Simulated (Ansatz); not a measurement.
**HfN: biaxial against axial strain**

This session takes HfN and sets out to map the energy over biaxial and axial strain.

Program: Ansatz 0.2.0. Level of theory: DFT r2SCAN, scalar-relativistic, plane waves, PAW. These are calculated values, not measurements.

## 1. The system as given

The structure is cubic, space group F-43m (No. 216). Conventional cell: a = 4.910 Å, b = 4.910 Å, c = 4.910 Å, α = 90.00°, β = 90.00°, γ = 90.00°. Around Hf (site symmetry -43m) lie 4 N at 2.13 Å. N (site symmetry -43m) is surrounded by 4 Hf at 2.13 Å.

Coordinates:

```cif
data_structure
_symmetry_space_group_name_H-M 'F-43m'
_symmetry_Int_Tables_number 216
_cell_length_a 4.9096
_cell_length_b 4.9096
_cell_length_c 4.9096
_cell_angle_alpha 90.000
_cell_angle_beta 90.000
_cell_angle_gamma 90.000
_cell_volume 118.35
loop_
_atom_site_label
_atom_site_type_symbol
_atom_site_symmetry_multiplicity
_atom_site_Wyckoff_symbol
_atom_site_fract_x
_atom_site_fract_y
_atom_site_fract_z
_atom_site_occupancy
Hf1 Hf 4 a 0.00000 0.00000 0.00000 1
N1 N 4 c 0.25000 0.25000 0.25000 1
```

It goes back to an entry of the Materials Project, which need not be the stable form.

The cell is taken as given, not relaxed at this level.

## 2. Zero of energy

The reference gives a free energy of -16121.1479 eV, pressure -2.17 GPa, largest force 0.000 eV/Å and gap on the mesh none (metal). It was computed beforehand with the settings of the runs below.

## 3. The scan: biaxial against axial strain

The cell is strained by p along both x and y and by q along z, with fractional coordinates fixed.

## 4. Point p = -0.050, q = -0.050

Input file input.yaml:

```yaml
crystal:
  lattice:
    - [0.0, 2.3320809, 2.3320809]
    - [2.3320809, 0.0, 2.3320809]
    - [2.3320809, 2.3320809, 0.0]
  atoms:
    - { symbol: Hf, position: [0.0, 0.0, 0.0] }
    - { symbol: "N", position: [0.75, 0.75, 0.75] }
basis:
  ecutwfc: 500
kpoints:
  mp_grid: { grid: [16, 16, 16] }
hamiltonian:
  xc: r2scan
scf:
  occupations: { method: gaussian, width: 0.15 }
output:
  forces: true
  stress: true
  eigenvalues: true
  write_density: true
  write_potential: true
  elf: true
  volumetric_format: npy
```

Started as:

```bash
$ ansatz run input.yaml --threads 1 --pin off --max-ram 2560MiB --backend cpu --events-out ev --progress --plain --runs-dir out
```

The session goes on with these runs: At p = -0.050, q = 0.000; At p = -0.050, q = 0.050; At p = 0.000, q = -0.050; p = 0.000, q = 0.050; point p = 0.050, q = -0.050; point p = 0.050, q = 0.000; point p = 0.050, q = 0.050; p = -0.050, q = -0.025; point p = -0.050, q = 0.025; p = -0.025, q = -0.050; point p = -0.025, q = 0.000; At p = -0.025, q = 0.050; At p = 0.000, q = -0.025.

Before running it: what results should come out? Wanted: highest point; lowest point away from the origin.

The runs gave:

| quantity | value |
| --- | --- |
| highest point | 207.6 meV/atom at (p, q) = (-0.050, -0.050) |
| lowest point away from the origin | 3.9 meV/atom at (0.000, -0.025) |

In words: The undisturbed cell is the lowest computed point. At |p| = |q| = 0.050, points where p and q have the same sign cost 206.5 meV/atom on average, those of opposite sign 72.7: stretching in the plane is cheaper with a contraction along z. Spin-orbit coupling is left out for Hf. Spin polarisation is off in the runs that give these values; a magnetic solution could lie lower.
